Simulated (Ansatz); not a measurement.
# Hf: the cost of one run

Method: DFT PBEsol, scalar-relativistic, plane waves, PAW, in Ansatz 0.2.0.

1 further run of the same task is left out (set aside as unsound or not needed).

### Step 1. The starting structure

The structure is hexagonal, space group P6_3/mmc (No. 194). The conventional cell has a = 3.160 Å, b = 3.160 Å, c = 4.996 Å, α = 90.00°, β = 90.00°, γ = 120.00°. Hf (site symmetry -6m2) is surrounded by 12 Hf at 3.09 to 3.16 Å.

As a file:

```cif
data_structure
_symmetry_space_group_name_H-M 'P6_3/mmc'
_symmetry_Int_Tables_number 194
_cell_length_a 3.1603
_cell_length_b 3.1603
_cell_length_c 4.9962
_cell_angle_alpha 90.000
_cell_angle_beta 90.000
_cell_angle_gamma 120.000
_cell_volume 43.21
loop_
_atom_site_label
_atom_site_type_symbol
_atom_site_symmetry_multiplicity
_atom_site_Wyckoff_symbol
_atom_site_fract_x
_atom_site_fract_y
_atom_site_fract_z
_atom_site_occupancy
Hf1 Hf 2 c 0.33333 0.66667 0.25000 1
```

It is the result of an earlier relaxation at this level (volume 21.61 Å³/atom; gap on the mesh: none (metal)).

### Step 2. Plan of the line

The energy is mapped over two homogeneous strains (x along [1 0 0], y along [1 2 0], z along [0 0 1] of the conventional cell).

First coordinate, strain +e along x and -e along y: 5 values from −15.0 %. Second coordinate, strain +e along z and -e/2 along x and y: 5 values from −15.0 %.

Nothing else is relaxed (fractional coordinates fixed). Energies count from the relaxed crystal. Points are written as (first, second).

### Step 3. The run at (−7.5 %, −15.0 %)

Input file input.yaml:

```yaml
crystal:
  lattice:
    - [3.1602689342, 0.0, 0.0]
    - [-1.5801344671, 3.1474041568, 0.0]
    - [0.0, 0.0, 4.2467908178]
  atoms:
    - { symbol: Hf, position: [0.3333333333, 0.6666666667, 0.25] }
    - { symbol: Hf, position: [0.6666666667, 0.3333333333, 0.75] }
basis:
  ecutwfc: 420
kpoints:
  mp_grid: { grid: [18, 18, 10] }
hamiltonian:
  xc: pbesol
  pseudopotentials: { kind: paw }
scf:
  occupations: { method: gaussian, width: 0.15 }
output:
  forces: true
  stress: true
  eigenvalues: true
```

The run is started by

```sh
$ ansatz run input.yaml --threads 1 --pin off --max-ram 2048MiB --backend cpu --events-out ev --progress --plain --runs-dir out
```

**Question.** How long does this run take on 1 thread of Arm Neoverse N1, shared host, and how much memory does it need?

About 64 s, with a peak of 0.73 GiB.
